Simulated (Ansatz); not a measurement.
# H6O3Si2: molecular dynamics

Aim: follow the molecule's vibrations and see whether its bonds hold. The start is relaxed first. Runs: 500 steps of 0.5 fs at constant energy, with velocities drawn for 2000 K. SMILES of the start: O[Si](O)(O)[SiH3].

All numbers below are computed with Ansatz 0.2.0 (RKS BHLYP-D4/STO-3G).

## Step 1: Starting point

Bond lengths: Si1–Si2 2.220 Å, Si2–H3 1.460 Å, Si2–H4 1.460 Å, Si2–H5 1.460 Å, Si1–O6 1.680 Å, O6–H7 1.010 Å, Si1–O8 1.679 Å, O8–H9 1.010 Å, Si1–O10 1.679 Å, O10–H11 1.010 Å. Angles (14 of 15 angles, heavy atoms first): Si2–Si1–O6 109.4°, Si2–Si1–O8 109.5°, Si2–Si1–O10 109.5°, O6–Si1–O8 109.5°, O6–Si1–O10 109.5°, O8–Si1–O10 109.5°, Si1–Si2–H3 109.5°, Si1–Si2–H4 109.5°, Si1–Si2–H5 109.5°, Si1–O6–H7 109.5°, Si1–O8–H9 109.5°, Si1–O10–H11 109.5°, H3–Si2–H4 109.4°, H3–Si2–H5 109.4°.

Structure file:

```xyz
11

Si    0.0000    0.0000    0.0000
Si    0.0000    0.0000    2.2200
H    -1.3148   -0.4067    2.7074
H     1.0096   -0.9353    2.7074
H     0.3052    1.3420    2.7074
O     1.5842    0.0000   -0.5594
H     1.9006   -0.9521   -0.6761
O    -0.7913    1.3709   -0.5594
H    -1.7491    1.1401   -0.7818
O    -0.7913   -1.3709   -0.5594
H    -1.2459   -1.8365    0.2129
```

## Step 2: Preparing the start

input.yaml

```yaml
crystal:
  periodic: [false, false, false]
  atoms:
    - { symbol: Si, position_ang: [0.0, 0.0, 0.0] }
    - { symbol: Si, position_ang: [0.0, 0.0, 2.22] }
    - { symbol: H, position_ang: [-1.3148, -0.4067, 2.7074] }
    - { symbol: H, position_ang: [1.0096, -0.9353, 2.7074] }
    - { symbol: H, position_ang: [0.3052, 1.342, 2.7074] }
    - { symbol: O, position_ang: [1.5842, 0.0, -0.5594] }
    - { symbol: H, position_ang: [1.9006, -0.9521, -0.6761] }
    - { symbol: O, position_ang: [-0.7913, 1.3709, -0.5594] }
    - { symbol: H, position_ang: [-1.7491, 1.1401, -0.7818] }
    - { symbol: O, position_ang: [-0.7913, -1.3709, -0.5594] }
    - { symbol: H, position_ang: [-1.2459, -1.8365, 0.2129] }
basis:
  gaussian: { orbitals: STO-3G }
hamiltonian:
  xc: { name: BHLYP }
  dispersion: d4
relax:
  f_tol: 0.02
  max_steps: 40
```

Run with:

```console
$ ansatz run input.yaml --threads 1 --pin off --max-ram 2048MiB --backend cpu --events-out ev --progress --plain --runs-dir out
```

What it wrote (excerpt; [...] marks lines left out):

```text
Warning: RAYON_NUM_THREADS=1 ignored (pool sized by the plan → 1); use --threads N
[...]
Functional definition: BHLYP
[...]
536 factors; integrals over basis functions are off by at most 1.2e-5 eV
[...]
mean field -21724.08434393 eV, -798.3453745260 hartree, gradient 1.2e-5 eV, S^2 0.000000; 0 other end points of the search recorded, 0 dependent functions left out
[...]
reference -21724.08447709 eV, -798.3453794196 hartree; 29, 29 occupied and 10, 10 virtual orbitals, 536 factors
relax step   1: F+E_penalty+E_count = -21724.40562411 eV  Δ(F+E_penalty+E_count) = +0.000e0 eV  max|allowed force component| = 1.326e0 eV/Å  Δτ_max = 0.0000 Å  (22 SCF iters, accepted)
[...]
relax step   4: F+E_penalty+E_count = -21724.60817382 eV  Δ(F+E_penalty+E_count) = -1.382e-2 eV  max|allowed force component| = 2.518e-1 eV/Å  Δτ_max = 0.1102 Å  (25 SCF iters, accepted)
[...]
relax step   7: F+E_penalty+E_count = -21724.64672442 eV  Δ(F+E_penalty+E_count) = -2.012e-2 eV  max|allowed force component| = 4.186e-1 eV/Å  Δτ_max = 0.1000 Å  (25 SCF iters, accepted)
[...]
relax step  10: F+E_penalty+E_count = -21724.76792499 eV  Δ(F+E_penalty+E_count) = -2.889e-2 eV  max|allowed force component| = 8.120e-2 eV/Å  Δτ_max = 0.2000 Å  (29 SCF iters, accepted)
[...]
relax step  13: F+E_penalty+E_count = -21724.77293658 eV  Δ(F+E_penalty+E_count) = +3.647e-3 eV  max|allowed force component| = 4.477e-1 eV/Å  Δτ_max = 0.0448 Å  (25 SCF iters, rejected (line search))
[...]
relax step  14: F+E_penalty+E_count = -21724.77682726 eV  Δ(F+E_penalty+E_count) = -2.438e-4 eV  max|allowed force component| = 9.392e-3 eV/Å  Δτ_max = 0.0117 Å  (26 SCF iters, accepted)
536 factors; integrals over basis functions are off by at most 2.3e-5 eV
mean field -21724.46231893 eV, -798.3592648514 hartree, gradient 1.5e-5 eV, S^2 0.000000; 1 other end points of the search recorded, 0 dependent functions left out
[...]
reference -21724.46245663 eV, -798.3592699118 hartree; 29, 29 occupied and 10, 10 virtual orbitals, 536 factors
Total energy: -21724.77696496 eV, -798.3708278795 hartree
Atom 0 at    -0.054647    -0.128788     0.189668 Å, force    -0.009392     0.007675     0.006053 eV/Å
Atom 1 at     0.030848     0.037250     2.439511 Å, force     0.001729    -0.003489    -0.005925 eV/Å
Atom 2 at    -1.248277    -0.263712     3.008859 Å, force    -0.000392     0.001236     0.000433 eV/Å
Atom 3 at     0.981968    -0.887977     2.976952 Å, force    -0.001876     0.001916    -0.000369 eV/Å
Atom 4 at     0.405098     1.359248     2.840808 Å, force    -0.000310    -0.001033    -0.000452 eV/Å
Atom 5 at     1.463911     0.059008    -0.523894 Å, force     0.007655     0.004569    -0.001004 eV/Å
Atom 6 at     1.496025    -0.624495    -1.257969 Å, force    -0.000865    -0.002513    -0.002992 eV/Å
Atom 7 at    -1.106437     1.081397    -0.336141 Å, force     0.004755    -0.007360     0.002664 eV/Å
Atom 8 at    -1.026432     1.121861    -1.335714 Å, force     0.000652    -0.000630     0.000780 eV/Å
Atom 9 at    -0.551184    -1.613380    -0.452750 Å, force     0.000807     0.001566     0.002032 eV/Å
Atom 10 at    -1.483674    -1.788912    -0.130330 Å, force    -0.002762    -0.001938    -0.001219 eV/Å
Dipole moment:    -0.195154    -0.189298    -0.058693 e Å
```

It took 33 s on 1 thread of Arm Neoverse V2, shared host; peak memory 0.11 GiB.

Relaxation path:

```
step  energy from step 1 (eV)  largest force component (eV/Å)
   1                   0.0000                          1.3263
   2                  -0.1612                          0.4305
   3                  -0.1887                          0.2043
   4                  -0.2026                          0.2518
  5x                  -0.0601                          2.2981
   6                  -0.2210                          0.2972
   7                  -0.2411                          0.4186
   8                  -0.2847                          0.3571
   9                  -0.3334                          0.3203
  10                  -0.3623                          0.0812
  11                  -0.3694                          0.0611
  12                  -0.3710                          0.0586
 13x                  -0.3673                          0.4477
  14                  -0.3712                          0.0094
```

Step 1 is the start. 2 steps were tried and not accepted (marked x).

After: Bond lengths: Si1–Si2 2.258 Å, Si2–H3 1.432 Å, Si2–H4 1.432 Å, Si2–H5 1.431 Å, Si1–O6 1.688 Å, O6–H7 1.004 Å, Si1–O8 1.687 Å, O8–H9 1.004 Å, Si1–O10 1.692 Å, O10–H11 1.002 Å. Angles (14 of 15 angles, heavy atoms first): Si2–Si1–O6 112.3°, Si2–Si1–O8 106.3°, Si2–Si1–O10 117.0°, O6–Si1–O8 110.4°, O6–Si1–O10 101.6°, O8–Si1–O10 109.1°, Si1–Si2–H3 110.3°, Si1–Si2–H4 110.6°, Si1–Si2–H5 110.9°, Si1–O6–H7 105.2°, Si1–O8–H9 106.8°, Si1–O10–H11 107.7°, H3–Si2–H4 108.0°, H3–Si2–H5 108.4°.

## Step 3: The run

500 steps of 0.5 fs at constant energy, with velocities drawn for 2000 K, from the relaxed start.

input.yaml

```yaml
crystal:
  periodic: [false, false, false]
  atoms:
    - { symbol: Si, position_ang: [-0.054647, -0.128788, 0.189668] }
    - { symbol: Si, position_ang: [0.030848, 0.03725, 2.439511] }
    - { symbol: H, position_ang: [-1.248277, -0.263712, 3.008859] }
    - { symbol: H, position_ang: [0.981968, -0.887977, 2.976952] }
    - { symbol: H, position_ang: [0.405098, 1.359248, 2.840808] }
    - { symbol: O, position_ang: [1.463911, 0.059008, -0.523894] }
    - { symbol: H, position_ang: [1.496025, -0.624495, -1.257969] }
    - { symbol: O, position_ang: [-1.106437, 1.081397, -0.336141] }
    - { symbol: H, position_ang: [-1.026432, 1.121861, -1.335714] }
    - { symbol: O, position_ang: [-0.551184, -1.61338, -0.45275] }
    - { symbol: H, position_ang: [-1.483674, -1.788912, -0.13033] }
basis:
  gaussian: { orbitals: STO-3G }
hamiltonian:
  xc: { name: BHLYP }
  dispersion: d4
md:
  timestep: 0.5
  n_steps: 500
  ensemble: nve
  temperature: 2000.0
  initial_velocities: maxwell_boltzmann
  seed: 382726
```

Run with:

```console
$ ansatz run input.yaml --threads 1 --pin off --max-ram 2048MiB --backend cpu --events-out ev --progress --plain --runs-dir out
```

What it wrote (excerpt; [...] marks lines left out):

```text
Warning: RAYON_NUM_THREADS=1 ignored (pool sized by the plan → 1); use --threads N
[...]
[... 1 set-up line as earlier in the session ...]
[...]
540 factors; integrals over basis functions are off by at most 9.6e-6 eV
[...]
mean field -21724.46235924 eV, -798.3592663324 hartree, gradient 2.9e-5 eV, S^2 0.000000; 0 other end points of the search recorded, 0 dependent functions left out
[...]
reference -21724.46249519 eV, -798.3592713286 hartree; 29, 29 occupied and 10, 10 virtual orbitals, 540 factors
md step     0: t =     0.00 fs  T =  2000.0 K  F+E_penalty+E_count = -21724.77686756 eV  E_kin = 2.326680 eV  conserved = -21722.45018757 eV  (21 SCF iters)
[...]
md step    18: t =     9.00 fs  T =  1091.1 K  F+E_penalty+E_count = -21723.71044398 eV  E_kin = 1.269298 eV  conserved = -21722.44114643 eV  (26 SCF iters, 3 dispersion substeps)
[...]
md step    36: t =    18.00 fs  T =   964.5 K  F+E_penalty+E_count = -21723.56594171 eV  E_kin = 1.122098 eV  conserved = -21722.44384379 eV  (26 SCF iters, 3 dispersion substeps)
[...]
md step    54: t =    27.00 fs  T =   512.5 K  F+E_penalty+E_count = -21723.03197725 eV  E_kin = 0.596161 eV  conserved = -21722.43581673 eV  (27 SCF iters, 3 dispersion substeps)
[...]
md step    70: t =    35.00 fs  T =   659.9 K  F+E_penalty+E_count = -21723.20888282 eV  E_kin = 0.767636 eV  conserved = -21722.44124727 eV  (27 SCF iters, 3 dispersion substeps)
md step    71: t =    35.50 fs  T =   705.1 K  F+E_penalty+E_count = -21723.26157293 eV  E_kin = 0.820279 eV  conserved = -21722.44129435 eV  (27 SCF iters, 3 dispersion substeps)
```

## Step 4: More of the same log: dynamics from the start

Output, continued (excerpt; [...] marks lines left out):

```text
md step    72: t =    36.00 fs  T =   758.7 K  F+E_penalty+E_count = -21723.32494768 eV  E_kin = 0.882670 eV  conserved = -21722.44227755 eV  (27 SCF iters, 3 dispersion substeps)
[...]
md step    95: t =    47.50 fs  T =  1094.0 K  F+E_penalty+E_count = -21723.71784604 eV  E_kin = 1.272637 eV  conserved = -21722.44520862 eV  (27 SCF iters, 3 dispersion substeps)
[...]
md step   118: t =    59.00 fs  T =  1388.4 K  F+E_penalty+E_count = -21724.06004611 eV  E_kin = 1.615172 eV  conserved = -21722.44487391 eV  (26 SCF iters, 3 dispersion substeps)
[...]
md step   141: t =    70.50 fs  T =   856.1 K  F+E_penalty+E_count = -21723.43462459 eV  E_kin = 0.995972 eV  conserved = -21722.43865282 eV  (26 SCF iters, 3 dispersion substeps)
[...]
md step   162: t =    81.00 fs  T =   579.7 K  F+E_penalty+E_count = -21723.11808244 eV  E_kin = 0.674349 eV  conserved = -21722.44373358 eV  (26 SCF iters, 3 dispersion substeps)
md step   163: t =    81.50 fs  T =   516.0 K  F+E_penalty+E_count = -21723.04303228 eV  E_kin = 0.600333 eV  conserved = -21722.44269880 eV  (26 SCF iters, 3 dispersion substeps)
```

## Step 5: The output, continued: dynamics from the start

Output, continued (excerpt; [...] marks lines left out):

```text
md step   164: t =    82.00 fs  T =   452.1 K  F+E_penalty+E_count = -21722.96584040 eV  E_kin = 0.525976 eV  conserved = -21722.43986441 eV  (26 SCF iters, 3 dispersion substeps)
[...]
md step   182: t =    91.00 fs  T =   928.1 K  F+E_penalty+E_count = -21723.52089326 eV  E_kin = 1.079665 eV  conserved = -21722.44122866 eV  (26 SCF iters, 3 dispersion substeps)
[...]
md step   200: t =   100.00 fs  T =   977.2 K  F+E_penalty+E_count = -21723.57277319 eV  E_kin = 1.136872 eV  conserved = -21722.43590144 eV  (27 SCF iters, 3 dispersion substeps)
[...]
md step   218: t =   109.00 fs  T =  1379.1 K  F+E_penalty+E_count = -21724.04568490 eV  E_kin = 1.604388 eV  conserved = -21722.44129683 eV  (26 SCF iters, 3 dispersion substeps)
[...]
Atom 1 at     0.039509    -0.165879     2.428576 Å, force     3.793573     1.576072    -1.691128 eV/Å
Atom 2 at     1.157520     0.571864     3.057340 Å, force    -0.732330    -0.874522    -0.369264 eV/Å
Atom 3 at    -1.058404     0.167599     3.111353 Å, force    -2.797828     0.685286     1.454560 eV/Å
Atom 4 at     0.240757    -1.549780     2.394383 Å, force     0.277881    -0.943104     0.673115 eV/Å
Atom 5 at     1.478241     0.131312    -0.677873 Å, force     1.607711     1.205707     1.606318 eV/Å
Atom 6 at     2.163348     0.314159     0.087034 Å, force    -0.800790    -0.197622    -1.629345 eV/Å
Atom 7 at    -1.421179     0.749598    -0.434624 Å, force    -0.617334     0.525549    -0.008646 eV/Å
Atom 8 at    -1.596321     1.579465    -0.971079 Å, force     1.316837    -0.170981     0.449035 eV/Å
Atom 9 at    -0.521400    -1.444456    -0.214848 Å, force     2.804699    -2.625612    -0.632285 eV/Å
Atom 10 at     0.390868    -2.015038    -0.312858 Å, force    -2.808384     1.673439     0.267363 eV/Å
Dipole moment:     0.414058     0.521268     0.287875 e Å
```

Wall time 18 min (1 thread of Arm Neoverse V2, shared host); peak memory 0.1 GiB.

## Step 6: Frames and traces

The trajectory, every 26 steps (energies from step 0):

```
time (fs)  T (K)  potential energy change (meV/atom)  total energy change (meV/atom)
      0.0   2000                                 0.0                            0.00
     13.0   1284                                75.9                            0.13
     26.0    739                               134.0                            0.68
     39.0    696                               138.8                            0.84
     52.0   1091                                97.2                            1.09
     65.0   1307                                73.8                            0.58
     78.0    736                               134.2                            0.60
     91.0    928                               114.2                            0.81
    104.0   1163                                89.4                            0.88
    117.0   1185                                87.3                            1.06
    130.0    708                               137.6                            0.96
    143.0    519                               157.7                            1.15
    156.0    970                               109.9                            1.04
    169.0   1266                                78.4                            0.78
    182.0    981                               108.6                            0.84
    195.0    831                               124.1                            0.48
    208.0   1104                                95.4                            0.61
    221.0   1406                                63.2                            0.42
    234.0   1233                                81.5                            0.42
    247.0    860                               120.9                            0.33
    250.0    572                               151.9                            0.82
```

time (fs), T (K) and a bar:
```
      0.0       2000 ##############################
     11.0       1184 ##############
     21.5        639 ####
     32.5        428 
     43.5        879 #########
     54.5       1521 #####################
     65.0       1307 #################
     76.0        673 #####
     87.0        592 ###
     98.0       1299 #################
    108.5       1290 ################
    119.5       1131 #############
    130.5        686 #####
    141.5        681 #####
    152.0       1217 ###############
    163.0       1314 #################
    174.0       1300 #################
    185.0        922 #########
    195.5        869 ########
    206.5        936 ##########
    217.5       1367 ##################
    228.5       1302 #################
    239.0       1095 #############
    250.0        572 ###
```

Maxima of the velocity power spectrum (cm⁻¹, relative height; resolution about 270 cm⁻¹): 300 (100), 570 (17), 1230 (13), 2740 (31).

## Step 7: Snapshots as a file

Extended XYZ, with forces in eV/Å:

```xyz
11
time_fs=31.0 T=675 dE=1.5485
Si    0.078    0.071    0.121   -1.055   -2.760    2.316
Si    0.014   -0.037    2.462   -1.957    2.447   -0.392
H    -1.447    0.175    2.902    2.279   -0.589   -0.735
H     0.489   -1.301    2.877    0.184   -0.442    0.251
H     0.739    1.049    3.127   -0.178   -0.781   -0.349
O     1.639   -0.153   -0.524   -0.473    2.140   -1.804
H     1.523    0.294   -1.459    0.742   -0.877    1.164
O    -1.375    0.809   -0.387    0.198    1.954   -0.684
H    -1.378    1.045   -1.373    0.357   -0.073    0.485
O    -0.620   -1.429   -0.284    3.077   -1.380    0.675
H    -1.461   -1.071   -0.556   -3.172    0.362   -0.927
11
time_fs=62.5 T=1301 dE=0.8214
Si   -0.090   -0.129    0.170   -0.170    0.024   -0.709
Si    0.056   -0.010    2.361    1.490   -2.923   -0.474
H    -1.028    0.582    2.839   -3.166    1.449    1.388
H     0.089   -1.403    2.833    0.199    1.074   -0.010
H     1.106    0.776    2.820    1.240    0.382    0.333
O     1.473    0.149   -0.434   -0.602    0.053   -0.530
H     1.235    0.564   -1.321    0.741    0.026   -0.283
O    -1.089    1.147   -0.421    0.077   -0.813    0.706
H    -1.025    1.249   -1.416    0.274   -0.414   -0.134
O    -0.556   -1.763   -0.204   -2.464    1.679   -2.458
H    -1.337   -1.633   -0.946    2.380   -0.536    2.171
11
time_fs=94.0 T=904 dE=1.2842
Si   -0.191   -0.234    0.165    1.464    1.677   -0.705
Si    0.095    0.026    2.424   -0.332    3.282    0.513
H    -0.687    1.280    3.041    1.289   -2.888   -1.368
H    -0.098   -1.157    3.220    0.046    0.177   -0.079
H     1.500    0.508    2.449   -1.125   -0.806    0.257
O     1.367    0.304   -0.398   -0.252   -1.222    1.802
H     1.381    0.232   -1.378   -0.096   -0.200   -1.406
O    -0.964    1.199   -0.434   -1.355   -1.095    1.103
H    -0.771    1.343   -1.402    0.331   -0.450   -0.347
O    -0.580   -1.860   -0.314    0.337    1.315   -1.985
H    -0.440   -1.901   -1.361   -0.305    0.210    2.214
11
time_fs=125.0 T=937 dE=1.2476
Si   -0.048   -0.042    0.184    1.241    0.270   -0.192
Si    0.100    0.054    2.431    0.846   -2.800   -2.096
H    -0.441    1.180    2.806   -2.049    3.872    1.451
H    -0.674   -1.018    2.909   -0.297   -0.576    0.499
H     1.374    0.049    2.987    1.204   -0.300    0.265
O     1.571   -0.066   -0.409   -0.225    0.599   -0.499
H     1.610   -0.345   -1.394   -0.578    0.428    1.007
O    -1.400    0.812   -0.367    0.390    1.698   -0.109
H    -1.154    1.306   -1.214   -0.080   -0.243    0.276
O    -0.605   -1.421   -0.466   -3.545   -0.228    0.344
H     0.116   -1.962   -0.720    3.092   -2.720   -0.945
11
time_fs=156.0 T=970 dE=1.2093
Si   -0.041   -0.077    0.126    1.939    0.646    2.655
Si    0.050    0.086    2.434   -0.601    0.324    1.190
H    -0.128    1.501    3.079    0.208   -2.546   -1.359
H    -1.067   -0.840    2.903    1.549    1.373   -0.392
H     1.328   -0.461    2.933   -0.994    0.383   -0.275
O     1.595   -0.009   -0.449   -0.885    0.721   -0.215
H     1.672   -0.460   -1.359   -0.633    0.276    0.678
O    -1.383    0.916   -0.190    1.054   -0.536   -1.764
H    -1.549    0.533   -1.121   -0.969    0.886    0.159
O    -0.486   -1.502   -0.585   -1.655   -4.020    1.923
H    -0.791   -2.212    0.174    0.987    2.494   -2.600
11
time_fs=187.5 T=1011 dE=1.1567
Si   -0.113   -0.272    0.203    1.507    1.912   -0.968
Si    0.025    0.034    2.413    2.484   -0.082   -2.196
H     0.346    1.391    2.395    0.289    1.079    0.385
H    -1.098   -0.118    3.095   -3.163   -0.610    1.925
H     1.085   -0.671    2.995    0.576   -0.524    0.524
O     1.256    0.418   -0.537   -0.185   -0.026    0.917
H     1.774   -0.284   -0.978    0.931   -1.227   -0.655
O    -0.937    1.141   -0.317   -1.786   -1.593    0.342
H    -1.882    0.910   -0.024   -0.310    0.869   -0.245
O    -0.383   -1.804   -0.484   -1.574    0.321   -0.095
H    -1.406   -1.862   -0.598    1.231   -0.118    0.067
11
time_fs=219.0 T=1303 dE=0.8205
Si   -0.043   -0.132    0.176   -1.648    1.489    0.210
Si    0.058   -0.070    2.478   -3.036   -0.553   -0.140
H     0.705    1.114    2.964    0.218   -0.222    0.069
H    -1.461    0.072    2.860    2.917   -0.395   -0.416
H     0.607   -1.329    3.010   -0.301    1.069   -0.162
O     1.334    0.372   -0.684   -0.265   -0.400    0.340
H     2.068   -0.114   -0.208    0.630   -0.061   -0.155
O    -1.213    1.037   -0.486    0.845   -1.537    0.472
H    -1.329    1.817    0.151    0.449   -0.680    0.070
O    -0.451   -1.750   -0.277    0.096    1.611    4.057
H    -0.382   -1.678   -1.215    0.094   -0.320   -4.345
11
time_fs=250.0 T=572 dE=1.6705
Si    0.013    0.120    0.164   -2.044   -0.854   -0.120
Si    0.040   -0.166    2.429    3.794    1.576   -1.691
H     1.157    0.572    3.057   -0.732   -0.875   -0.369
H    -1.058    0.168    3.111   -2.798    0.685    1.455
H     0.241   -1.550    2.394    0.278   -0.943    0.673
O     1.478    0.131   -0.678    1.608    1.206    1.606
H     2.163    0.314    0.087   -0.801   -0.198   -1.629
O    -1.421    0.750   -0.435   -0.617    0.525   -0.009
H    -1.596    1.579   -0.971    1.317   -0.171    0.449
O    -0.521   -1.444   -0.215    2.805   -2.626   -0.632
H     0.391   -2.015   -0.313   -2.808    1.673    0.267
```

## Step 8: Outcome

| quantity | value |
| --- | --- |
| relaxation of the start | 11 moves, 0.371 eV lower |
| length | 500 steps of 0.5 fs |
| temperature, first and last step | 2000 and 572 K |
| temperature, second half | mean 1044 K, from 474 to 1482 K |
| potential energy, second half | +102 meV/atom from the start |
| largest change of the total energy | 1.47 meV/atom |
| bonds formed or broken | 0 |

In words: The temperature starts at 2000 K and averages 1044 K in the second half, where it ranges from 474 to 1482 K. About half is expected from a start at a minimum: kinetic energy passes into potential energy until both shares match. The total energy strays from its start by at most 1.47 meV/atom, 1.3 % of the mean kinetic energy, so a step of 0.5 fs is short enough over this time. No bond forms or breaks. 250 fs on 11 atoms is far too short and small for converged averages. The nuclei move classically, without zero-point motion, which matters most for hydrogen. The basis is very small, so the numbers are rough.
